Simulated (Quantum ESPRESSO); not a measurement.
**NbTl4: real-space fields with PBEsol+D3**

NbTl4:

```xyz
5
Lattice="-3.2645 3.2645 3.2645 3.2645 -3.2645 3.2645 3.2645 3.2645 -3.2645" Properties=species:S:1:pos:R:3 pbc="T T T"
Nb    0.0000    0.0000    0.0000
Tl    1.6323    1.6323   -1.6323
Tl   -1.6323    1.6323    1.6323
Tl    1.6323    1.6323    1.6323
Tl    1.6323   -1.6323    1.6323
```

The cell was built by a generator and needn't be a form met in nature.

- Program: Quantum ESPRESSO 7.5
- Task: real-space fields
- Functional: PBEsol
- Dispersion: D3
- Potentials or basis: PseudoDojo 0.4.1 SR PBEsol standard
- Cutoff: 1116 eV
- Density cutoff: 4463 eV
- k mesh: 6 × 6 × 6
- Occupations: gaussian, width 0.05 eV
- Spin: no spin polarisation
- Mixing beta: 0.5
- Most SCF iterations: 120
- SCF threshold: 1e-09 Ry

The pressure is 0.4 GPa. The band gap on the k mesh is none (metal or under the smearing width).

Levels at points of the mesh, in eV from the Fermi level:
```
              k point  band 29  band 30  band 31  band 32  band 33  band 34  band 35  band 36  band 37  band 38
   (0.00, 0.00, 0.00)    -0.47    -0.47    -0.47    -0.08    -0.08    -0.08     0.80     0.80     3.23     3.23
  (0.00, 0.00, -0.50)    -2.04    -0.72    -0.64    -0.24    -0.05     2.12     2.36     2.44     2.82     3.92
(-0.50, -0.50, -0.50)    -2.99    -2.99    -1.24    -1.24    -1.24    -1.09     1.88     1.88     4.40     4.40
```

It took 93 s on 1 thread of AMD EPYC 9R14 (Zen 4) (shared host), peak memory 0.27 GiB.

Caveat: pairwise dispersion overbinds metals, which lowers pressure and volume. The run has no spin-orbit coupling, so splittings on Tl are missing.
